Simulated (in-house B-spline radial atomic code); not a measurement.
# Mn⁹⁺: ionisation energy by several methods

How far do functionals differ on the ionisation energy of Mn⁹⁺? Each run solves Mn⁹⁺ and then the next ion ([Ne] 3s2 3p3).

The numbers are computed with in-house B-spline radial atomic code version 1 (non-relativistic, several functionals, spin-polarised; spherical all-electron atom at the radial basis limit), except any that are marked as measured or tabulated.

## (1) The atom as given

| Item | Value |
| --- | --- |
| element | manganese (Z = 25) |
| charge | +9 |
| electrons | 16 |
| configuration | [Ne] 3s2 3p4 |
| nucleus | point |

Outer shells as boxes (Hund's rule):

[Ne] 3s2 3p4
```
[Ne] core
3s [↑↓]
3p [↑↓][↑ ][↑ ]
```

Where spins are not typed, each open shell is filled with up spins first.

## (2) PBEsol

The run's settings:

```ini
Z = 25
electrons = 16.0
configuration = [Ne] 3s2 3p4
hamiltonian = nr
method = pbesol
spin_polarised = True
```

## (3) revTPSS

The run's settings:

```ini
Z = 25
electrons = 16.0
configuration = [Ne] 3s2 3p4
hamiltonian = nr
method = revtpss,revtpss
spin_polarised = True
```

## (4) RPBE

The run's settings:

```ini
Z = 25
electrons = 16.0
configuration = [Ne] 3s2 3p4
hamiltonian = nr
method = rpbe,pbe
spin_polarised = True
```

## (5) OLYP

The run's settings:

```ini
Z = 25
electrons = 16.0
configuration = [Ne] 3s2 3p4
hamiltonian = nr
method = optx,lyp
spin_polarised = True
```

## (6) AM05

The run's settings:

```ini
Z = 25
electrons = 16.0
configuration = [Ne] 3s2 3p4
hamiltonian = nr
method = am05
spin_polarised = True
```

## (7) PW91

The run's settings:

```ini
Z = 25
electrons = 16.0
configuration = [Ne] 3s2 3p4
hamiltonian = nr
method = pw91,pw91
spin_polarised = True
```

## (8) Hartree-Fock

The run's settings:

```ini
Z = 25
electrons = 16.0
configuration = [Ne] 3s2 3p4
hamiltonian = nr
method = hf
spin_polarised = True
```

## (9) BP86

The run's settings:

```ini
Z = 25
electrons = 16.0
configuration = [Ne] 3s2 3p4
hamiltonian = nr
method = b88,p86
spin_polarised = True
```

## (10) BLYP

The run's settings:

```ini
Z = 25
electrons = 16.0
configuration = [Ne] 3s2 3p4
hamiltonian = nr
method = b88,lyp
spin_polarised = True
```

The tabulated ionisation energy is 248.6 ± 0.3 eV (semi-empirical; NIST Atomic Spectra Database). What does each method give, and which comes nearest?

As calculated:

| method | rung | total energy (hartree) | ΔSCF (eV) | −ε highest (eV) | ΔSCF less tabulated (eV) |
| --- | --- | --- | --- | --- | --- |
| PBEsol | GGA | -1119.6752 | 247.69 | 234.57 (3p down) | -0.91 |
| RPBE | GGA | -1120.9803 | 247.63 | 234.59 (3p down) | -0.97 |
| OLYP | GGA | -1121.1868 | 247.66 | 234.79 (3p down) | -0.94 |
| AM05 | GGA | -1118.8232 | 247.73 | 234.60 (3p down) | -0.87 |
| PW91 | GGA | -1121.0441 | 248.04 | 234.88 (3p down) | -0.56 |
| BP86 | GGA | -1121.1426 | 248.12 | 234.92 (3p down) | -0.48 |
| BLYP | GGA | -1121.0858 | 247.83 | 234.56 (3p down) | -0.77 |
| revTPSS | meta-GGA | -1120.7470 | 247.40 | 234.50 (3p down) | -1.20 |
| Hartree-Fock | Hartree-Fock | -1120.3390 | 245.99 | 246.76 (3p down) | -2.61 |

Tables give 248.6 ± 0.3 eV (semi-empirical; NIST Atomic Spectra Database) for the ionisation energy. BP86 misses by -0.48 eV, the least, and Hartree-Fock by -2.61 eV (1.0 %), the most. Mean absolute error by rung (exchange-only levels left out): GGA 0.79 eV, meta-GGA 1.20 eV, Hartree-Fock 2.61 eV. These runs lack relativity altogether, which can outweigh the gaps between the methods, so the nearest may be so by luck. Open shells are averaged (over orientations, and over spins where the run is restricted), while tables refer to the lowest levels. For the semilocal functionals minus the highest level recovers only 95 % of their own ΔSCF value, a mark of self-interaction.

Members of this set that are not shown: 12 used exact exchange with fractional occupations of an open shell, which is unsound here.
